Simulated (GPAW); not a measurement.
Input of a GPAW 26.7.0 run:

File run.py:

```python
from ase.dft.bandgap import bandgap
from ase.io import read, write
from ase.units import GPa
from gpaw import GPAW, PW

atoms = read('SnSe2.xyz')

calc = GPAW(mode=PW(600),
            xc='PBE',
            kpts={'size': (8, 8, 5), 'gamma': True},
            occupations={'name': 'methfessel-paxton', 'order': 0, 'width': 0.012},
            nbands=24,
            convergence={'density': 1e-05, 'energy': 1e-05},
            maxiter=150,
            txt='gpaw.txt')
atoms.calc = calc
energy = atoms.get_potential_energy()
forces = atoms.get_forces()
stress = atoms.get_stress()
calc.write('gs.gpw')
write('result.traj', atoms)
print(f'Energy: {energy:.6f} eV')
print('Forces (eV/A):')
print(forces.round(4))
print('Stress (GPa):', (stress / GPa).round(3))
print('Fermi level:', round(calc.get_fermi_level(), 4), 'eV')
print(f'Gap: {bandgap(calc)[0]:.4f} eV, direct: {bandgap(calc, direct=True)[0]:.4f} eV')
```

The input SnSe2.xyz:

```xyz
3
Lattice="3.8110000000 0.0000000000 0.0000000000 -1.9055000000 3.3004228138 0.0000000000 0.0000000000 0.0000000000 6.1360000000" Properties=species:S:1:pos:R:3 pbc="T T T"
Sn     0.0000000000      0.0000000000      0.0000000000
Se     1.9055000002      1.1001409378      4.6081360000
Se    -0.0000000002      2.2002818760      1.5278640000
```

Potentials or basis: GPAW PAW data sets (gpaw-data 1.2.1), pw.

Command:

```bash
$ OMP_NUM_THREADS=1 python run.py
```

Estimate the pressure.

5.3 GPa.

Estimate the band gap on the k mesh.

0.82 eV, indirect (least direct gap 1.11 eV).

Stress tensor (GPa, compression positive):
```
4.81 0.00 0.00
0.00 4.81 0.00
0.00 0.00 6.35
```

Caveat: spin-orbit coupling is left out, which moves the levels of the heavy elements; an odd mesh through Γ misses points on the zone boundary, where band edges often lie; this functional lacks dispersion, which binds the layers, so the pressure and a relaxed spacing across them are unreliable.
